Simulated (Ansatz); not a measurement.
Working through a ladder of methods at one geometry of CH6AlFOSi, SMILES [CH3][AlH][SiH](O)F

Computed with Ansatz 0.2.0 through its Python package.

`ch6alfosi.xyz`
```text
11

C    -1.35230    0.66760   -1.22750
Al    0.16240   -0.48690   -0.96760
Si    1.30570   -0.42170    1.06640
O     0.34530   -0.80730    2.36150
F     1.96650    1.11660    1.30450
H    -1.20990    1.39620   -2.10550
H    -1.53260    1.32580   -0.32310
H    -2.26540    0.11650   -1.44290
H     0.62670   -1.46680   -2.08280
H     2.44180   -1.39560    1.06460
H    -0.42280   -0.10140    2.37300
```

Notebook, run cell by cell (the value of a cell's last expression is shown):

**Cell 1**
```python
from pathlib import Path

import ansatz
import numpy as np
```

**Cell 2**
```python
SETTINGS = {
    "basis_set": "cc-pVDZ",
}
```

**Cell 3**
```python
mol = ansatz.Crystal.molecule_from_extxyz("ch6alfosi.xyz")
```

**Cell 4**
```python
setup = mol.calculation().basis(gaussian=SETTINGS["basis_set"])
```

**Cell 5**
```python
print("functional    E (Ha)        dipole (D)   HOMO (eV)  LUMO (eV)")
for name in ["b3lyp", "hse06", "pbe0", "cam_b3lyp", "pbe"]:
    summary = setup.functional(name).forces().orbitals().run(runs_dir="runs").report
    lines = Path(summary["orbitals_path"]).read_text().splitlines()
    field_of = lambda key: [line.split("=")[1].strip() for line in lines if line.startswith(key)]
    orbitals = [(27.211386 * float(e), s, float(n)) for e, s, n in zip(field_of("Ene="), field_of("Spin="), field_of("Occup="))]
    homo = max(e for e, _, n in orbitals if n > 0.5)
    lumo = min(e for e, _, n in orbitals if n < 0.5)
    dipole = 4.803205 * np.linalg.norm(summary["charge_distribution"]["dipole_moment_e_ang"])
    print(f"{name:10s} {summary['free_energy_ev'] / 27.211386246:14.6f} {dipole:9.3f} {homo:11.3f} {lumo:10.3f}")
```
Output:
```text
functional    E (Ha)        dipole (D)   HOMO (eV)  LUMO (eV)
b3lyp         -748.818349     2.487      -6.988     -2.178
hse06         -748.291901     2.531      -6.801     -2.378
pbe0          -748.314294     2.532      -7.198     -2.007
cam_b3lyp     -748.708260     2.529      -8.490     -1.014
pbe           -748.248720     2.417      -5.928     -2.725
```

What to keep in mind:
- Total energies depend on the basis set; only differences at equal settings carry meaning.
- The geometry is a force-field or estimated start, not a minimum of this method, and the basis set is short of its limit. A lower total doesn't mark the better method: functionals have no common bound, and MP2 and coupled cluster aren't variational.
- b3lyp holds the VWN-RPA fit, as in Gaussian; the form of ORCA and Turbomole is b3lyp5.
- Levels such as HOMO and LUMO are orbital energies: with these approximate functionals they aren't the ionisation energy and electron affinity, and their gap isn't the fundamental gap.
- For Al to Cl the sets with a tight d function, cc-pV(X+d)Z, are usual.
- hse06 follows the composition of plane-wave codes, whose totals differ by tens of mHa, up to about 0.1 Ha, from the form usual in Gaussian-basis programs (wpbeh).
- Timing: 18 s on 1 thread of Intel(R) Xeon(R) Processor @ 2.30GHz, with other jobs on the host, peak memory 0.37 GiB.
